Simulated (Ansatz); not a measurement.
**CH8GaNSi: how energies converge with the basis set**

An exercise on one series of results from a longer session: the logs are not shown, and one member is left open.

Method: one geometry, several basis sets; program: Ansatz 0.2.0, Gaussian basis.

Levels to be run: PBE0-D4/def2-SVP; ωB97M-V/def2-SVP; PBE0-D4/def2-QZVPP; ωB97M-V/def2-QZVPP; the functionals' def2-TZVPP values are taken from earlier runs.

### The relaxed structure

The geometry comes from an earlier relaxation with PBE0-D4 in a triple-zeta def2 set; it is a stationary point, not always the lowest conformer.

SMILES `[CH3][GaH][NH][SiH3]`, 12 atoms, charge 0, spin multiplicity 1.

Atoms are counted from 1 here; the program's logs count them from 0.

Bond lengths: C1–Ga2 1.959 Å, C1–H5 1.094 Å, C1–H6 1.091 Å, C1–H7 1.092 Å, Ga2–N3 1.842 Å, Ga2–H8 1.565 Å, N3–Si4 1.722 Å, N3–H9 1.009 Å, Si4–H10 1.491 Å, Si4–H11 1.491 Å, Si4–H12 1.488 Å. Angles: Ga2–C1–H5 109.7°, Ga2–C1–H6 111.4°, Ga2–C1–H7 111.4°, H5–C1–H6 107.5°, H5–C1–H7 107.8°, H6–C1–H7 108.8°, C1–Ga2–N3 116.6°, C1–Ga2–H8 127.7°, N3–Ga2–H8 115.7°, Ga2–N3–Si4 128.3°, Ga2–N3–H9 116.1°, Si4–N3–H9 115.6°, N3–Si4–H10 112.1°, N3–Si4–H11 112.0°, N3–Si4–H12 109.3°, H10–Si4–H11 106.4°, H10–Si4–H12 108.4°, H11–Si4–H12 108.5°.

Set-up of the first run:

in.yaml

```yaml
crystal:
  periodic: [false, false, false]
  atoms:
    - {symbol: C, position_ang: [-1.356580, 1.389851, -0.534111]}
    - {symbol: Ga, position_ang: [-0.974468, 0.269447, 1.027309]}
    - {symbol: N, position_ang: [0.479156, -0.854579, 0.898619]}
    - {symbol: Si, position_ang: [1.564961, -1.047924, -0.423690]}
    - {symbol: H, position_ang: [-2.107697, 0.903113, -1.162557]}
    - {symbol: H, position_ang: [-1.755559, 2.361548, -0.238421]}
    - {symbol: H, position_ang: [-0.463123, 1.545765, -1.141484]}
    - {symbol: H, position_ang: [-1.767979, 0.201032, 2.374956]}
    - {symbol: H, position_ang: [0.663930, -1.435205, 1.703024]}
    - {symbol: H, position_ang: [2.285936, 0.216432, -0.747500]}
    - {symbol: H, position_ang: [0.858739, -1.459549, -1.670182]}
    - {symbol: H, position_ang: [2.572704, -2.089930, -0.085962]}
basis:
  gaussian: {orbitals: def2-SVP}
hamiltonian: {xc: pbe0, dispersion: d4}
output: {orbitals: {seedname: orbitals}}
```

Started as:

```bash
$ ansatz run in.yaml --threads 4 --pin off --events-out ev --progress --plain --max-ram 10444MiB
```

Steps of the session up to this table: PBE0-D4 in def2-SVP; ωB97M-V in def2-SVP; PBE0-D4 in def2-QZVPP; ωB97M-V in def2-QZVPP.

One table of the session follows, with a row left open; its other results are not shown here.

It belongs to the step «Functionals by basis». 

```
functional       basis  HOMO (eV)
   PBE0-D4    def2-SVP      -7.29
   PBE0-D4  def2-TZVPP      -7.40
   PBE0-D4  def2-QZVPP          ?
   ωB97M-V    def2-SVP      -9.56
   ωB97M-V  def2-TZVPP      -9.70
   ωB97M-V  def2-QZVPP      -9.72
```

Q: Estimate the row for PBE0-D4, def2-QZVPP from the others.

As computed: HOMO (eV): -7.42. In the column «HOMO (eV)» it lies between ωB97M-V, def2-SVP (-9.56) and PBE0-D4, def2-TZVPP (-7.40).
